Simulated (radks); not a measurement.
# K²⁺ in [Ne] 3s2 3p5: an all-electron calculation

The task here is to estimate one member of a computed series from the others.

The numbers are computed with radks (a radial shooting solver on a logarithmic mesh, Libxc functionals) version 1 (Dirac Kohn-Sham, PBE, spin-unpolarised, spherical densities, point nucleus; open shells fill j = l - 1/2 first), except any that are marked as measured or tabulated.

### The system

```
element       : potassium (Z = 19)
charge        : +2
electrons     : 17
configuration : [Ne] 3s2 3p5
```

Set-up of the first run:

Input:

```text
Z 19
configuration [Ne] 3s2 3p5
relativity Dirac
functional pbe,pbe
spin unpolarised
j_filling energy
nucleus point
c 137.035999084
```

One table of the session follows, with a row left open; its other results are not shown here.

It belongs to the step «Orbitals and density». From the orbitals of this run (lengths in bohr):

```
level      <r>  outermost maximum (interpolated)  90 % within  nodes
1s1/2  0.08105                            0.0530        0.145      0
2s1/2   0.3873                             0.318        0.604      1
2p1/2   0.3486                             0.261        0.576      0
2p3/2   0.3511                             0.263        0.580      0
3s1/2    1.234                              1.07         1.85      2
3p1/2    1.350                              1.13         2.07      1
3p3/2        ?                                 ?            ?      ?
```

Estimate the missing values for 3p3/2.

As computed: <r>: 1.357; outermost maximum (interpolated): 1.13; 90 % within: 2.08; nodes: 1. In the column «<r>» it is the highest.

Limits of these values: Spin polarisation and multiplet splitting are left out.
